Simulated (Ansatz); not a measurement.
# C3H5AlO: the cost of one run

Program: Ansatz 0.2.0. Level of theory: RKS LDA/6-31G*. These are calculated values, not measurements.

1 further run of the same task is left out (it didn't finish).

### Step 1. The structure to begin with

Bond lengths: C1–C2 1.258 Å, C2–O3 1.396 Å, O3–Al4 1.884 Å, Al4–C5 1.920 Å, C1–H6 1.007 Å, Al4–H7 1.622 Å, C5–H8 1.114 Å, C5–H9 1.169 Å, C5–H10 1.077 Å. Angles: C1–C2–O3 178.2°, C2–C1–H6 174.7°, C2–O3–Al4 116.5°, O3–Al4–C5 123.8°, O3–Al4–H7 115.4°, C5–Al4–H7 120.8°, Al4–C5–H8 111.3°, Al4–C5–H9 108.0°, Al4–C5–H10 110.7°, H8–C5–H9 107.4°, H8–C5–H10 110.1°, H9–C5–H10 109.3°.

Structure file:

```xyz
10

C     0.2170   -1.2049    2.4638
C    -0.6484   -0.9520    1.5864
O    -1.5992   -0.7090    0.5941
Al   -0.9946    0.1882   -0.9483
C     0.8153    0.7763   -1.2001
H     0.8827   -1.3289    3.2094
H    -2.1210    0.4576   -2.0843
H     1.5290   -0.0773   -1.1505
H     1.0820    1.5074   -0.3274
H     0.9203    1.2914   -2.1402
```

### Step 2. End point A

Contents of input.yaml:

```yaml
crystal:
  periodic: [false, false, false]
  atoms:
    - { symbol: C, position_ang: [0.217, -1.2049, 2.4638] }
    - { symbol: C, position_ang: [-0.6484, -0.952, 1.5864] }
    - { symbol: O, position_ang: [-1.5992, -0.709, 0.5941] }
    - { symbol: Al, position_ang: [-0.9946, 0.1882, -0.9483] }
    - { symbol: C, position_ang: [0.8153, 0.7763, -1.2001] }
    - { symbol: H, position_ang: [0.8827, -1.3289, 3.2094] }
    - { symbol: H, position_ang: [-2.121, 0.4576, -2.0843] }
    - { symbol: H, position_ang: [1.529, -0.0773, -1.1505] }
    - { symbol: H, position_ang: [1.082, 1.5074, -0.3274] }
    - { symbol: H, position_ang: [0.9203, 1.2914, -2.1402] }
basis:
  gaussian: { orbitals: "6-31G*" }
hamiltonian:
  xc: lda
relax:
  f_tol: 0.02
  max_steps: 50
```

The run is started by

```
$ ansatz run input.yaml --threads 2 --pin off --max-ram 3072MiB --backend cpu --events-out ev --progress --plain --runs-dir out
```

What time and memory should one allow on 2 threads of Intel Xeon Platinum 8488C (Sapphire Rapids), shared host?

About 14 s, with a peak of 0.14 GiB.
